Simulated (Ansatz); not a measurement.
The system is MnPt2.

```
Pt Mn
1.0
     2.85840    0.00000    0.00000
    -1.42920    2.47545    0.00000
     0.00000    0.00000    6.53250
Pt Mn
2 1
Direct
  0.66667 0.33333 0.31621
  0.33333 0.66667 0.68379
  0.00000 0.00000 0.00000
```

The cell comes from a database or a generator and needn't be the stable form of this composition.

Base run:

| Item | Value |
| --- | --- |
| Program | Ansatz 0.2.0 |
| Functional | PBEsol |
| Potentials or basis | Ansatz PAW |
| Cutoff | 420 eV (not typed: the program's choice for these potentials) |
| k mesh | 11 × 11 × 4 |
| Occupations | fermi-dirac, width 0.05 eV |
| Spin | collinear spin, ferromagnetic start |
| Starting moments | [0.0, 0.0, 5.5] μB |

Its results: band gap on the k mesh none (metal or under the smearing width); pressure -9.2 GPa; largest force 0.026 eV/Å.

Task: The run is repeated on the same cell with these changes: spin from collinear spin, ferromagnetic start to no spin polarisation. What comes out?

Result: Band gap on the k mesh none (metal or under the smearing width); pressure -25.8 GPa; largest force 0.378 eV/Å.

Caveats: the PAW data sets come from PBE, with cores solved anew for the run's functional, which leaves a small shift of forces and pressure.
